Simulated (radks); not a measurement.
**Ionisation of As: one atom, several choices of functional**

The task here is to estimate one member of a computed series from the others.

Method: scalar-relativistic Kohn-Sham, spin-polarised, spherical densities, point nucleus; open shells are filled with parallel spins first. Code: radks (a radial shooting solver on a logarithmic mesh, Libxc functionals) version 1.

2 further runs of the same task are left out: 2 set aside as unsound or not needed.

### The atom as given

```
element       : arsenic (Z = 33)
charge        : 0
electrons     : 33
configuration : [Ar] 3d10 4s2 4p3
ion           : As⁺, [Ar] 3d10 4s2 4p2
choices       : AM05; PBEsol; B86b exchange with PBE correlation; OLYP
```

Outer shells as boxes (Hund's rule):

As
```
[Ar] core
3d [↑↓][↑↓][↑↓][↑↓][↑↓]
4s [↑↓]
4p [↑ ][↑ ][↑ ]
```

As⁺
```
[Ar] core
3d [↑↓][↑↓][↑↓][↑↓][↑↓]
4s [↑↓]
4p [↑ ][↑ ][  ]
```

Set-up of the first run:

Settings of this run:

```text
Z 33
configuration [Ar] 3d10 4s2 4p3
relativity scalar-relativistic
functional am05,am05
spin polarised
nucleus point
c 137.035999084
```

Among the steps run: AM05: As; AM05: As⁺; PBEsol: As; PBEsol: As⁺; B86b exchange with PBE correlation: As; B86b exchange with PBE correlation: As⁺; OLYP: As; OLYP: As⁺.

One table of the session follows, with a row left open; its other results are not shown here.

```
                        functional  Δ-SCF (eV)  −ε(HOMO) (eV)  <r> HOMO (bohr)
                              AM05       9.856          5.871            2.502
                            PBEsol       9.896          5.908            2.505
B86b exchange with PBE correlation           ?              ?                ?
                              OLYP       9.737          5.722            2.490
```

Estimate the missing values for B86b exchange with PBE correlation.

As computed: Δ-SCF (eV): 9.914; −ε(HOMO) (eV): 5.932; <r> HOMO (bohr): 2.510. In the column «Δ-SCF (eV)» it is the highest.

Open shells are spherical and high-spin; term and fine-structure splittings are not resolved.
